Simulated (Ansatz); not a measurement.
# CH3ClF2SZr: how energies converge with the basis set

The task here is to estimate one member of a computed series from the others.

Program: Ansatz 0.2.0, Gaussian basis. Level of theory: one geometry, several basis sets. These are calculated values, not measurements.

Plan: PBE0-D4/def2-SVP; ωB97M-V/def2-SVP; PBE0-D4/def2-QZVPP; ωB97M-V/def2-QZVPP; the functionals' def2-TZVPP values are taken from earlier runs.

## Structure used throughout

All runs share one geometry, relaxed beforehand with PBE0-D4 in a triple-zeta def2 set. Zr takes the def2 core potential; no spin-orbit term is included.

SMILES `C[S][Zr]([F])([F])[Cl]`, 9 atoms, charge 0, spin multiplicity 1.

Atoms are counted from 1 here; the program's logs count them from 0.

Bond lengths: C1–S2 1.829 Å, C1–H7 1.088 Å, C1–H8 1.089 Å, C1–H9 1.099 Å, S2–Zr3 2.399 Å, Zr3–F4 1.896 Å, Zr3–F5 1.896 Å, Zr3–Cl6 2.337 Å. Angles: S2–C1–H7 108.8°, S2–C1–H8 108.8°, S2–C1–H9 114.3°, H7–C1–H8 110.5°, H7–C1–H9 107.1°, H8–C1–H9 107.1°, C1–S2–Zr3 88.1°, S2–Zr3–F4 108.3°, S2–Zr3–F5 108.3°, S2–Zr3–Cl6 108.6°, F4–Zr3–F5 107.9°, F4–Zr3–Cl6 111.8°, F5–Zr3–Cl6 111.8°.

Set-up of the first run:

Contents of in.yaml:

```yaml
crystal:
  periodic: [false, false, false]
  atoms:
    - {symbol: C, position_ang: [0.641363, -1.401947, -0.194238]}
    - {symbol: S, position_ang: [0.293819, -0.635887, 1.429446]}
    - {symbol: Zr, position_ang: [-0.579195, 1.266307, 0.256003]}
    - {symbol: F, position_ang: [-1.998347, 0.679948, -0.855497]}
    - {symbol: F, position_ang: [0.788712, 1.955279, -0.860767]}
    - {symbol: Cl, position_ang: [-1.297534, 2.842562, 1.824590]}
    - {symbol: H, position_ang: [1.710762, -1.588918, -0.273066]}
    - {symbol: H, position_ang: [0.084234, -2.334037, -0.269776]}
    - {symbol: H, position_ang: [0.356186, -0.783296, -1.056694]}
basis:
  gaussian: {orbitals: def2-SVP}
hamiltonian: {xc: pbe0, dispersion: d4}
output: {orbitals: {seedname: orbitals}}
```

Launch:

```
> ansatz run in.yaml --threads 2 --pin off --events-out ev --progress --plain --max-ram 32768MiB --backend cpu
```

Among the steps run: PBE0-D4 in def2-SVP; ωB97M-V in def2-SVP; PBE0-D4 in def2-QZVPP; ωB97M-V in def2-QZVPP.

One table of the session follows, with a row left open; its other results are not shown here.

It belongs to the step «Density functionals: the series». 

| functional | basis | HOMO (eV) | LUMO (eV) |
| --- | --- | --- | --- |
| PBE0-D4 | def2-SVP | -7.71 | -2.06 |
| PBE0-D4 | def2-TZVPP | -7.71 | -2.10 |
| PBE0-D4 | def2-QZVPP | -7.71 | -2.10 |
| ωB97M-V | def2-SVP | -9.81 | 0.08 |
| ωB97M-V | def2-TZVPP | ? | ? |
| ωB97M-V | def2-QZVPP | -9.86 | -0.05 |

Q: Estimate the row for ωB97M-V, def2-TZVPP from the others.

As computed: HOMO (eV): -9.85; LUMO (eV): -0.02. In the column «HOMO (eV)» it lies between ωB97M-V, def2-QZVPP (-9.86) and ωB97M-V, def2-SVP (-9.81).
